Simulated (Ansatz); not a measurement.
# LaPd2Sb2: how the settings move a relaxation

How sensitive is a relaxation of LaPd2Sb2 to its settings? A reference run comes first, then one run with altered input.

Computed with Ansatz 0.2.0 (reference: DFT PBEsol, scalar-relativistic, plane waves, PAW, unless a step's input says otherwise).

1 further run of the same task is left out (set aside as unsound or not needed).

## (1) The structure to begin with

Symmetry: P4/nmm, No. 129, tetragonal system. The conventional cell has a = 4.712 Å, b = 4.712 Å, c = 10.442 Å, α = 90.00°, β = 90.00°, γ = 90.00°. Around La (site symmetry 4mm) lie 9 Pd at 3.45 to 3.98 Å and 9 Sb at 3.54 to 3.85 Å. Pd (site symmetry -4m2) is surrounded by 4 Sb at 2.70 Å. Pd (site symmetry 4mm) has 5 Sb at 2.61 to 2.68 Å as nearest neighbours. Around Sb (site symmetry -4m2) lie 4 Pd at 2.68 Å. Sb (site symmetry 4mm) is surrounded by 5 Pd at 2.61 to 2.70 Å.

As a file:

```cif
data_structure
_symmetry_space_group_name_H-M 'P4/nmm:1'
_symmetry_Int_Tables_number 129
_cell_length_a 4.7123
_cell_length_b 4.7123
_cell_length_c 10.4420
_cell_angle_alpha 90.000
_cell_angle_beta 90.000
_cell_angle_gamma 90.000
_cell_volume 231.87
loop_
_atom_site_label
_atom_site_type_symbol
_atom_site_symmetry_multiplicity
_atom_site_Wyckoff_symbol
_atom_site_fract_x
_atom_site_fract_y
_atom_site_fract_z
_atom_site_occupancy
La1 La 2 c 0.00000 0.50000 0.24152 1
Pd1 Pd 2 a 0.00000 0.00000 0.00000 1
Pd2 Pd 2 c 0.00000 0.50000 0.62286 1
Sb1 Sb 2 b 0.00000 0.00000 0.50000 1
Sb2 Sb 2 c 0.00000 0.50000 0.87320 1
```

## (2) Reference

input.yaml

```yaml
crystal:
  lattice:
    - [4.71229096, 0.0, 0.0]
    - [0.0, 4.71229096, 0.0]
    - [0.0, 0.0, 10.44200844]
  atoms:
    - { symbol: La, position: [0.0, 0.5, 0.24151674] }
    - { symbol: La, position: [0.5, 0.0, 0.75848326] }
    - { symbol: Pd, position: [0.0, 0.0, 0.0] }
    - { symbol: Pd, position: [0.5, 0.5, 0.0] }
    - { symbol: Pd, position: [0.0, 0.5, 0.62286418] }
    - { symbol: Pd, position: [0.5, 0.0, 0.37713582] }
    - { symbol: Sb, position: [0.0, 0.0, 0.5] }
    - { symbol: Sb, position: [0.5, 0.5, 0.5] }
    - { symbol: Sb, position: [0.0, 0.5, 0.87319999] }
    - { symbol: Sb, position: [0.5, 0.0, 0.12680001] }
basis:
  ecutwfc: 420
kpoints:
  mp_grid: { grid: [8, 8, 4] }
hamiltonian:
  xc: pbesol
scf:
  occupations: { method: gaussian, width: 0.05 }
output:
  forces: true
  stress: true
  eigenvalues: true
  write_density: true
  write_potential: true
  elf: true
  volumetric_format: npy
relax:
  adjacent_minimum: "off"
  f_tol: 0.005
  max_steps: 80
  cell: { stress_tol: 0.05 }
```

Command:

```bash
ansatz run input.yaml --threads 8 --pin off --max-ram 14336MiB --backend cpu --events-out ev --progress --plain --runs-dir out
```

The main lines of its log:

```text
[...]
Basis set: ecut = 420 eV, 4539 PW (Γ), exchange–correlation on 64×64×144 points (8 copies of the dense FFT grid, shifted against one another)
[...]
k-points: 45 of 256
[...]
SCF iter   1: F=—  HF=-65590.516139 eV  |F-HF|=—  |Δ(HF+E_count)|=         —  Δρ=9.02e-3  dr2=2.51e-1  ethr=1.77e-3  ⟨swp⟩=6.1  Hψ=15200  notcnv=0  defer=3
preconditioner: auto → Kerker (q_TF=auto, 2.548 Å⁻¹)  [metal: Δε(μ)=0.008 eV  Ē_g=7.216 eV  σ=0.050 eV  W_gap=0.08  n_scr=56 (ndim 8)  ℏωp=21.5 eV  f_vac=0.000  D(μ)=4.45/eV (n_scr^D=26)]
SCF iter   2: F=—  HF=-65590.479973 eV  |F-HF|=—  |Δ(HF+E_count)|=   3.62e-2  Δρ=2.93e-3  dr2=1.51e-2  ethr=1.63e-4  ⟨swp⟩=2.5  Hψ=6644  notcnv=0  defer=343
[...]
relax step   1: F+E_penalty+E_count = -65590.47729251 eV  Δ(F+E_penalty+E_count) = +0.000e0 eV  max|allowed force component| = 2.185e-2 eV/Å  Δτ_max = 0.0000 Å  P = -3.775 GPa  Ω = 231.872 Å³  (9 SCF iters, dr2 threshold 1.00e-7 eV, accepted)
[...]
Basis set: ecut = 420 eV, 4187 PW (Γ), exchange–correlation on 64×64×144 points (8 copies of the dense FFT grid, shifted against one another)
[...]
relax step   2: F+E_penalty+E_count = -65590.44611057 eV  Δ(F+E_penalty+E_count) = +3.118e-2 eV  max|allowed force component| = 1.759e-1 eV/Å  Δτ_max = 0.0208 Å  P = +5.263 GPa  Ω = 213.431 Å³  energy of the carried Pulay correction = +4.761e-3 eV  (8 SCF iter
[...]
Basis set: ecut = 420 eV, 4379 PW (Γ), exchange–correlation on 64×64×144 points (8 copies of the dense FFT grid, shifted against one another)
[...]
relax step   3: F+E_penalty+E_count = -65590.59233490 eV  Δ(F+E_penalty+E_count) = -1.150e-1 eV  max|allowed force component| = 3.652e-2 eV/Å  Δτ_max = 0.0158 Å  P = -0.327 GPa  Ω = 223.633 Å³  energy of the carried Pulay correction = +2.080e-3 eV  (12 SCF ite
[...]
Basis set: ecut = 420 eV, 4363 PW (Γ), exchange–correlation on 64×64×144 points (8 copies of the dense FFT grid, shifted against one another)
[...]
relax step   4: F+E_penalty+E_count = -65590.59402664 eV  Δ(F+E_penalty+E_count) = -1.692e-3 eV  max|allowed force component| = 2.047e-2 eV/Å  Δτ_max = 0.0057 Å  P = +0.063 GPa  Ω = 222.760 Å³  energy of the carried Pulay correction = +2.304e-3 eV  (7 SCF iter
[...]
relax step   5: F+E_penalty+E_count = -65590.59415166 eV  Δ(F+E_penalty+E_count) = -1.250e-4 eV  max|allowed force component| = 2.853e-3 eV/Å  Δτ_max = 0.0043 Å  P = -0.008 GPa  Ω = 222.885 Å³  energy of the carried Pulay correction = +2.272e-3 eV  (8 SCF iter
[...]
SCF iter   5: F=—  HF=-65590.591642 eV  |F-HF|=—  |Δ(HF+E_count)|=   1.00e-9  Δρ=4.78e-7  dr2=1.10e-9  ethr=1.12e-12  ⟨swp⟩=2.0  Hψ=7611  notcnv=0
SCF iter   6: F=-65590.591642 eV  HF=-65590.591642 eV  |F-HF|=5.82e-11  |Δ(HF+E_count)|=  8.73e-11  Δρ=1.16e-7  dr2=9.47e-11  ethr=1.00e-12  ⟨swp⟩=6.0  Hψ=24497  notcnv=0
[...]
relax step   6: F+E_penalty+E_count = -65590.59164214 eV  Δ(F+E_penalty+E_count) = +2.510e-3 eV  max|allowed force component| = 2.750e-3 eV/Å  Δτ_max = 0.0000 Å  P = +0.001 GPa  Ω = 222.885 Å³  stress off target by 8.65e-3 GPa  SCF on the basis re-selected at 
[...]
SCF converged after 6 iterations
Free energy (F): -65590.591642 eV
[...]
E sigma→0 (E₀):  -65590.589236 eV
[...]
Fermi energy:    14.834262 eV
[...]
  P = ⅓ Tr σ = 0.0008 GPa (0.008 kbar)
[...]
--- Relaxed structure (5 steps of the walk, 4 accepted, 1 SCFs on fresh bases) ---
[...]
```

Run time: 2 min. Hardware: 8 threads of Arm Neoverse N1, shared host; peak memory 1.6 GiB.

## (3) Changed: xc_grid 3, dr2_threshold 1.0e-05

input.yaml: that of step 2 with these lines changed.

```diff
@@ -18,2 +18,3 @@
   ecutwfc: 420
+  xc_grid: 3
 kpoints:
@@ -24,10 +25,7 @@
   occupations: { method: gaussian, width: 0.05 }
+  convergence: { dr2_threshold: 1.0e-05 }
 output:
   forces: true
+  eigenvalues: true
   stress: true
-  eigenvalues: true
-  write_density: true
-  write_potential: true
-  elf: true
-  volumetric_format: npy
 relax:
```

Command:

```bash
ansatz run input.yaml --threads 8 --pin off --max-ram 14336MiB --backend cpu --events-out ev --progress --plain --runs-dir out
```

The log of the run, cut to the lines that bear on the results:

```text
Warning: scf.convergence.dr2_threshold = 1e-5 eV is looser than this run's default, which is 1e-7 eV or tighter. The error in the forces grows as the threshold's square root, so leave the key out unless less accurate forces are enough
Warning: relax.cell: scf.convergence.dr2_threshold = 1e-5 eV is looser than the 1e-9 eV advised for a relaxation that steers and ends on the stress (1e-10 eV for each atom of the cell: 10). What an SCF threshold leaves in a stress goes as its square root, and in the free energy as the [...]
Warning: RAYON_NUM_THREADS=8 ignored (pool sized by the plan → 8); use --threads N
[...]
Pseudopotentials: kind: paw
Pseudopotential: La, paw, valence charge 11, recommended cutoff 420 eV (normal), La.paw.azcp
Pseudopotential: Pd, paw, valence charge 18, recommended cutoff 420 eV (normal), Pd.paw.azcp
Pseudopotential: Sb, paw, valence charge 15, recommended cutoff 420 eV (normal), Sb.paw.azcp
Functional definition: PBEsol
[...]
Crystal: 10 atoms, lattice volume = 231.872 Å³
Basis set: ecut = 420 eV, 4539 PW (Γ), exchange–correlation on 96×96×216 points (27 copies of the dense FFT grid, shifted against one another)
Bands: 93, of which v1, the nominal top of the filled ones, is band 77 counted from 1 (76 counted from 0)
Symmetry: 16 space group operations
Space group: P4/nmm (ITA 129), of the structure as read, at distance tolerance 6.1e-5 Å
k-points: 45 of 256
[...]
SCF iter   1: F=—  HF=-65590.516133 eV  |F-HF|=—  |Δ(HF+E_count)|=         —  Δρ=9.02e-3  dr2=2.51e-1  ethr=1.77e-3  ⟨swp⟩=6.1  Hψ=15200  notcnv=0  defer=3
[...]
Fermi energy:    14.835120 eV
[...]
--- Forces (eV/Å), atoms counted from 1 ---
  atom   1  La     0.00000000     0.00000000     0.00130761
  atom   2  La     0.00000000     0.00000000    -0.00130761
  atom   3  Pd     0.00000000     0.00000000     0.00000000
  atom   4  Pd     0.00000000     0.00000000     0.00000000
  atom   5  Pd     0.00000000     0.00000000    -0.00108548
  atom   6  Pd     0.00000000     0.00000000     0.00108548
  atom   7  Sb     0.00000000     0.00000000     0.00000000
  atom   8  Sb     0.00000000     0.00000000    -0.00000000
[...]
--- Stress (GPa, compression-positive) ---
        0.005417       0.000000       0.000000
        0.000000       0.005417       0.000000
        0.000000       0.000000       0.004789
  P = ⅓ Tr σ = 0.0052 GPa (0.052 kbar)
--- Band table (eV; the first three rows and the last of 45) ---
[...]
--- Relaxed structure (6 steps of the walk, 5 accepted, 1 SCFs on fresh bases) ---
  F+E_penalty+E_count = -65590.59164390 eV   max|allowed force component| = 1.308e-3 eV/Å   (the final SCF, on the basis selected at the relaxed cell)
  cell:  # Å, volume = 222.8774 Å³
    - [4.624210552132801, -8.678893836988115e-34, 0.0]
    - [-1.01561523624329e-33, 4.624210552132801, 0.0]
    - [0.0, 0.0, 10.422955289378764]
  atoms:
    - { symbol: La, position: [-1.8559291105653275e-36, 0.5, 0.24236719948607796] }
    - { symbol: La, position: [0.5, -1.9157977915513237e-37, 0.7576328005139221] }
    - { symbol: Pd, position: [2.7739155523503242e-36, -1.915797791551303e-37, -8.241570377531405e-21] }
    - { symbol: Pd, position: [0.5, 0.5, -8.241570377531408e-21] }
    - { symbol: Pd, position: [-2.534440828406447e-36, 0.5, 0.6253811736090336] }
    - { symbol: Pd, position: [0.5, 1.0856187485457359e-36, 0.37461882639096644] }
    - { symbol: Sb, position: [-9.978113497663037e-38, 1.2771985277008684e-37, 0.5] }
    - { symbol: Sb, position: [0.5, 0.5, 0.5] }
    - { symbol: Sb, position: [8.581177607990015e-37, 0.5, 0.8725548395531758] }
    - { symbol: Sb, position: [0.5, -3.192996319252919e-38, 0.1274451604468245] }
```

Run time: 1.9 min. Hardware: 8 threads of Arm Neoverse N1, shared host; peak memory 1.6 GiB.

Changing the numerical grids and convergence setting leaves the energy as it was (0.0 meV/atom).

## (4) Comparison

```
                                run     ending  energy change  pressure (GPa)  gap (eV)  force (eV/Å)  cycles     time
                          reference  converged              0             0.0      0.00          0.00       -    2 min
1: xc_grid 3, dr2_threshold 1.0e-05  converged   0.0 meV/atom             0.0      0.00          0.00       -  1.9 min
```

Times don't compare one to one where runs were asked for different outputs or read a saved state (see the inputs); cycles may leave out searches for a lower state.

What this shows: Changing the numerical grids and convergence setting leaves the energy as it was (0.0 meV/atom).
